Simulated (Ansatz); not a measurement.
# AsI: the cost of one run

Program: Ansatz 0.2.0. Level of theory: DFT PBE, scalar-relativistic, plane waves, PAW. These are calculated values, not measurements.

## 1. Starting point

Symmetry: Pm-3m, No. 221, cubic system. Conventional cell: a = 4.021 Å, b = 4.021 Å, c = 4.021 Å, α = 90.00°, β = 90.00°, γ = 90.00°. As (site symmetry m-3m) is surrounded by 8 I at 3.48 Å. I (site symmetry m-3m) is surrounded by 8 As at 3.48 Å.

As a file:

```cif
data_structure
_symmetry_space_group_name_H-M 'P 1'
_symmetry_Int_Tables_number 1
_cell_length_a 4.0207
_cell_length_b 4.0207
_cell_length_c 4.0207
_cell_angle_alpha 90.000
_cell_angle_beta 90.000
_cell_angle_gamma 90.000
_cell_volume 65.00
loop_
_atom_site_label
_atom_site_type_symbol
_atom_site_fract_x
_atom_site_fract_y
_atom_site_fract_z
_atom_site_occupancy
As1 As 0.00000 0.00000 0.00000 1
I1 I 0.50000 0.50000 0.50000 1
```

This is candidate A: caesium chloride type (Pm-3m, No. 221).

(A quick probe on a coarse mesh, which set the mesh and smearing, is not shown.)

## 3. Coarse relaxation (candidate A)

File input.yaml:

```yaml
crystal:
  lattice:
    - [4.0207155251, 0.0, 0.0]
    - [0.0, 4.0207155251, 0.0]
    - [0.0, 0.0, 4.0207155251]
  atoms:
    - { symbol: As, position: [0.0, 0.0, 0.0] }
    - { symbol: I, position: [0.5, 0.5, 0.5] }
basis:
  ecutwfc: 420
kpoints:
  mp_grid: { grid: [4, 4, 4] }
hamiltonian:
  xc: pbe
scf:
  occupations: { method: gaussian, width: 0.1 }
  lower_state_search: "off"
output:
  forces: true
  stress: true
  eigenvalues: true
relax:
  adjacent_minimum: "off"
  f_tol: 0.04
  max_steps: 70
  cell: { stress_tol: 0.4 }
```

Started as:

```bash
$ ansatz run input.yaml --threads 1 --pin off --max-ram 2560MiB --backend cpu --events-out ev --progress --plain --runs-dir out
```

What time and memory should one allow on 1 thread of Arm Neoverse V1, shared host?

About 6 s, with a peak of 0.3 GiB.
